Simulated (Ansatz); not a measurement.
# C2H9NSi2: a ladder of functionals and wavefunction methods

Aim: compute C2H9NSi2 with functionals from several rungs and with coupled cluster, and see how far each lands from CCSD(T) at the basis-set limit for the atomisation energy.

Computed with Ansatz 0.2.0, Gaussian basis. Level: functionals in def2-TZVPP, the program's frozen cores in correlated methods.

Levels to be run: LDA (SPW92), PBE-D4, revPBE-D4, BLYP-D4, r2SCAN-D4, B97M-V, PBE0-D4, B3LYP-D4, r2SCANh-D4, r2SCAN0-D4, HSE06-D4, BHLYP-D4, CAM-B3LYP-D4, LC-ωPBE, ωB97X-V, ωB97M-V, B2PLYP, PBE-QIDH; CCSD(T)/def2-SVP; CCSD(T)/def2-TZVPP; MP2/def2-QZVPP; extrapolation to the limit; RPA on PBE.

### 1 Structure used throughout

An earlier PBE0-D4 in a triple-zeta def2 set relaxation fixed the geometry.

SMILES `C=C(N)[SiH2][SiH3]`, 14 atoms, charge 0, spin multiplicity 1.

Atoms are counted from 1 here; the program's logs count them from 0.

Bond lengths: C1–C2 1.340 Å, C1–H6 1.082 Å, C1–H7 1.087 Å, C2–N3 1.385 Å, C2–Si4 1.879 Å, N3–H8 1.006 Å, N3–H9 1.009 Å, Si4–Si5 2.337 Å, Si4–H10 1.494 Å, Si4–H11 1.490 Å, Si5–H12 1.488 Å, Si5–H13 1.487 Å, Si5–H14 1.488 Å. Angles: C2–C1–H6 121.3°, C2–C1–H7 122.0°, H6–C1–H7 116.7°, C1–C2–N3 123.7°, C1–C2–Si4 120.2°, N3–C2–Si4 116.0°, C2–N3–H8 116.5°, C2–N3–H9 116.2°, H8–N3–H9 112.8°, C2–Si4–Si5 111.6°, C2–Si4–H10 108.0°, C2–Si4–H11 110.5°, Si5–Si4–H10 109.4°, Si5–Si4–H11 110.8°, H10–Si4–H11 106.4°, Si4–Si5–H12 109.6°, Si4–Si5–H13 110.4°, Si4–Si5–H14 111.1° and more.

### 2 LDA

This LDA is Slater exchange with PW92 correlation.

File in.yaml:

```yaml
crystal:
  periodic: [false, false, false]
  atoms:
    - {symbol: C, position_ang: [-1.392204, 0.517704, 0.912871]}
    - {symbol: C, position_ang: [-0.119656, 0.879004, 0.701431]}
    - {symbol: N, position_ang: [0.519586, 1.886304, 1.405070]}
    - {symbol: Si, position_ang: [0.859455, 0.109404, -0.706207]}
    - {symbol: Si, position_ang: [-0.052856, -1.936649, -1.370674]}
    - {symbol: H, position_ang: [-1.876582, -0.222857, 0.291015]}
    - {symbol: H, position_ang: [-1.996278, 0.969558, 1.696122]}
    - {symbol: H, position_ang: [1.517994, 1.804076, 1.500453]}
    - {symbol: H, position_ang: [0.069410, 2.190026, 2.255875]}
    - {symbol: H, position_ang: [2.260161, -0.103595, -0.230657]}
    - {symbol: H, position_ang: [0.943518, 1.050445, -1.858099]}
    - {symbol: H, position_ang: [0.714141, -2.472670, -2.528001]}
    - {symbol: H, position_ang: [0.014163, -2.920270, -0.257418]}
    - {symbol: H, position_ang: [-1.473949, -1.779783, -1.782881]}
basis:
  gaussian: {orbitals: def2-TZVPP}
hamiltonian: {xc: lda}
output: {orbitals: {seedname: orbitals}}
```

Command:

```console
> ansatz run in.yaml --threads 4 --pin off --events-out ev --progress --plain --max-ram 10444MiB
```

Further steps of the session: PBE-D4 (GGA); revPBE-D4 (GGA); BLYP-D4 (GGA); r2SCAN-D4 (meta-GGA); B97M-V (meta-GGA); B3LYP-D4 (hybrid); r2SCANh-D4 (hybrid); r2SCAN0-D4 (hybrid); HSE06-D4 (hybrid); BHLYP-D4 (hybrid); CAM-B3LYP-D4 (range-separated); LC-ωPBE (range-separated); ωB97X-V (range-separated); ωB97M-V (range-separated); B2PLYP (double hybrid); PBE-QIDH (double hybrid); CCSD(T) in def2-SVP; CCSD(T) in def2-TZVPP; MP2 in def2-QZVPP; RPA on PBE orbitals.

Before running them: what should the planned runs give, taken together? Wanted: atomisation energy, CCSD(T)/CBS; farthest beyond LDA; mean size of error, GGA; mean size of error, meta-GGA; mean size of error, hybrid; mean size of error, range-separated; mean size of error, double hybrid; gap, smallest and largest; T1 diagnostic.

The runs gave:

| quantity | value |
| --- | --- |
| atomisation energy, CCSD(T)/CBS | 50.171 eV |
| functionals within 0.251 eV (0.5 %) | BLYP-D4, r2SCAN-D4, B97M-V, PBE0-D4, B3LYP-D4, r2SCANh-D4, HSE06-D4, ωB97M-V |
| farthest beyond LDA | BHLYP-D4 (-0.952 eV) |
| mean size of error, GGA | 0.330 eV |
| mean size of error, meta-GGA | 0.116 eV |
| mean size of error, hybrid | 0.329 eV |
| mean size of error, range-separated | 0.278 eV |
| mean size of error, double hybrid | 0.518 eV |
| gap, smallest and largest | 4.20 eV (LDA (SPW92)), 11.06 eV (LC-ωPBE) |
| T1 diagnostic | 0.0129 |
| triples share of the correlation energy | 4.0 % |

LDA overbinds by 6.593 eV (13 %). PBE-D4 is off by +0.668 eV. Double hybrids carry the basis error of their MP2 part in triple zeta, and no dispersion term here, so their miss is partly the set-up's. Taken by rung, meta-GGA functionals do best (0.116 eV on average) and double hybrid ones worst beyond LDA (0.518 eV). The reference freezes the cores and leaves out relativity and excitations past (T), so misses under about 0.251 eV can't be ranked. Hartree-Fock recovers 73 % of the binding; the rest is correlation. CCSD(T) in def2-SVP is off by -2.990 eV, worse than the median functional, from the basis alone. Orbital gaps span 4.2 to 11.1 eV; exact exchange widens them.
